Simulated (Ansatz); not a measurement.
# C₃H₈Si: basis-set convergence

How large a basis does C₃H₈Si need? Two functionals are run in growing sets.

Program: Ansatz 0.2.0, Gaussian basis. Level of theory: one geometry, several basis sets. These are calculated values, not measurements.

Plan: PBE0-D4/def2-SVP; ωB97M-V/def2-SVP; PBE0-D4/def2-QZVPP; ωB97M-V/def2-QZVPP; the functionals' def2-TZVPP values are taken from earlier runs.

## Step 1: The relaxed structure

All runs share one geometry, relaxed beforehand with PBE0-D4 in a triple-zeta def2 set.

SMILES `C=CC[SiH3]`, 12 atoms, charge 0, spin multiplicity 1.

Atoms are counted from 1 here; the program's logs count them from 0.

Bond lengths: C1–C2 1.327 Å, C1–H5 1.086 Å, C1–H6 1.083 Å, C2–C3 1.489 Å, C2–H7 1.089 Å, C3–Si4 1.887 Å, C3–H8 1.096 Å, C3–H9 1.094 Å, Si4–H10 1.486 Å, Si4–H11 1.489 Å, Si4–H12 1.488 Å. Angles: C2–C1–H5 121.5°, C2–C1–H6 121.4°, H5–C1–H6 117.1°, C1–C2–C3 125.5°, C1–C2–H7 118.7°, C3–C2–H7 115.9°, C2–C3–Si4 111.3°, C2–C3–H8 110.9°, C2–C3–H9 111.0°, Si4–C3–H8 107.6°, Si4–C3–H9 108.3°, H8–C3–H9 107.5°, C3–Si4–H10 110.0°, C3–Si4–H11 110.4°, C3–Si4–H12 110.0°, H10–Si4–H11 109.0°, H10–Si4–H12 108.7°, H11–Si4–H12 108.6°.

## Step 2: PBE0-D4 in def2-SVP

in.yaml

```yaml
crystal:
  periodic: [false, false, false]
  atoms:
    - {symbol: C, position_ang: [-1.368634, 1.322854, 0.738395]}
    - {symbol: C, position_ang: [-0.971674, 0.465085, -0.193170]}
    - {symbol: C, position_ang: [-0.226015, -0.799228, 0.058019]}
    - {symbol: Si, position_ang: [1.584823, -0.638719, -0.446293]}
    - {symbol: H, position_ang: [-1.193895, 1.136513, 1.793724]}
    - {symbol: H, position_ang: [-1.882645, 2.240293, 0.478391]}
    - {symbol: H, position_ang: [-1.168193, 0.700894, -1.237648]}
    - {symbol: H, position_ang: [-0.657190, -1.627932, -0.514279]}
    - {symbol: H, position_ang: [-0.265431, -1.075111, 1.116113]}
    - {symbol: H, position_ang: [2.264951, 0.364371, 0.413726]}
    - {symbol: H, position_ang: [2.280701, -1.947661, -0.309227]}
    - {symbol: H, position_ang: [1.680200, -0.196558, -1.863752]}
basis:
  gaussian: {orbitals: def2-SVP}
hamiltonian: {xc: pbe0, dispersion: d4}
output: {orbitals: {seedname: orbitals}}
```

Launch:

```bash
$ ansatz run in.yaml --threads 4 --pin off --events-out ev --progress --plain --max-ram 10444MiB
```

After this run come: ωB97M-V in def2-SVP; PBE0-D4 in def2-QZVPP; ωB97M-V in def2-QZVPP.

Q: Predict the results of all the runs planned. Wanted: PBE0-D4: double and triple zeta above quadruple; ωB97M-V: double and triple zeta above quadruple.

As calculated:

| quantity | value |
| --- | --- |
| PBE0-D4: double and triple zeta above quadruple | 6.73, 0.45 eV |
| ωB97M-V: double and triple zeta above quadruple | 6.97, 0.43 eV |

What this shows: PBE0-D4 gains 6.28 eV from double to triple zeta, then 0.45 eV more. These are total energies; as a rule much of such shifts cancels in differences, which this series doesn't test. The LUMO of ωB97M-V is positive and keeps falling with the basis (2.50 to 1.70 eV): an unbound level that the basis holds in place.
